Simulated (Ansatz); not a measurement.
# SrLi3Y3Al9: the cost of one run

Method: DFT PBE, scalar-relativistic, plane waves, PAW, in Ansatz 0.2.0.

### Step 1. Starting point

The cell holds 16 atoms (Al9Li3SrY3): a = 7.219 Å, b = 7.162 Å, c = 7.507 Å, α = 89.94°, β = 89.24°, γ = 89.82°.

9 Al, 3 Y, 3 Li, 1 Sr were thrown into a skewed cell at random, at 1.05 times a reference volume of the solid, and pushed apart as soft spheres.

Structure file:

```
CELL_PARAMETERS angstrom
7.21836 0.01150 0.04897
0.01150 7.16171 0.00398
0.04897 0.00398 7.50638
ATOMIC_POSITIONS crystal
Al 0.60070 0.85250 0.05231
Al 0.94307 0.62696 0.75134
Al 0.01579 0.31361 0.04452
Al 0.44788 0.11961 0.64490
Al 0.76161 0.12118 0.92819
Al 0.62005 0.59639 0.54121
Al 0.47149 0.64218 0.82883
Al 0.69967 0.87010 0.71534
Al 0.73086 0.46088 0.95119
Y 0.44959 0.32231 0.25724
Y 0.23811 0.78427 0.46630
Y 0.89835 0.26436 0.52275
Li 0.76486 0.86754 0.38580
Li 0.21652 0.41381 0.77398
Li 0.90493 0.59726 0.20570
Sr 0.16818 0.90089 0.01046
```

### Step 2. Stage at 1470 K

The cutoff is lowered while the worst contacts of the packing are taken out. One k point, a Fermi-Dirac width of 0.127 eV and a fixed cell.

input.yaml reads:

```yaml
crystal:
  lattice:
    - [7.218358, 0.011496, 0.048965]
    - [0.011496, 7.161707, 0.003983]
    - [0.048965, 0.003983, 7.506376]
  atoms:
    - { symbol: Al, position: [0.6007037512, 0.8525011659, 0.0523098248] }
    - { symbol: Al, position: [0.9430662195, 0.6269569529, 0.7513443278] }
    - { symbol: Al, position: [0.0157885181, 0.3136097494, 0.0445231603] }
    - { symbol: Al, position: [0.4478791447, 0.1196105014, 0.6449045055] }
    - { symbol: Al, position: [0.7616072412, 0.1211752745, 0.9281893618] }
    - { symbol: Al, position: [0.6200455202, 0.5963933998, 0.5412142587] }
    - { symbol: Al, position: [0.4714908282, 0.6421772018, 0.8288299332] }
    - { symbol: Al, position: [0.6996663062, 0.8700987523, 0.71534319] }
    - { symbol: Al, position: [0.7308609882, 0.4608831281, 0.9511903615] }
    - { symbol: "Y", position: [0.4495920317, 0.3223123722, 0.2572446902] }
    - { symbol: "Y", position: [0.2381067339, 0.7842710492, 0.4662995731] }
    - { symbol: "Y", position: [0.8983462205, 0.2643646796, 0.5227492065] }
    - { symbol: Li, position: [0.764858844, 0.8675368024, 0.3858004271] }
    - { symbol: Li, position: [0.2165184971, 0.4138055506, 0.7739798528] }
    - { symbol: Li, position: [0.9049301225, 0.5972593137, 0.2057018687] }
    - { symbol: Sr, position: [0.1681834888, 0.9008883939, 0.0104613215] }
  symmetry: { detect: false }
basis:
  ecutwfc: 320
  xc_grid: 1
kpoints:
  mp_grid: { grid: [1, 1, 1], shift: [0.25, 0.25, 0.25] }
hamiltonian:
  xc: pbe
scf:
  occupations: { method: fermi_dirac, width: 0.1267 }
  lower_state_search: "off"
  convergence: { dr2_threshold: 1.0e-05 }
output:
  forces: true
  stress: true
md:
  timestep: 1.5
  n_steps: 24
  ensemble: nvt_langevin
  friction: 0.03
  temperature: 1470.0
  initial_velocities: maxwell_boltzmann
  seed: 35569
```

The run is started by

```sh
> ansatz run input.yaml --threads 2 --pin off --max-ram 5120MiB --backend cpu --events-out ev --progress --plain --runs-dir out
```

What time and memory should one allow on 2 threads of Arm Neoverse V1, shared host?

About 24 s, with a peak of 0.41 GiB.
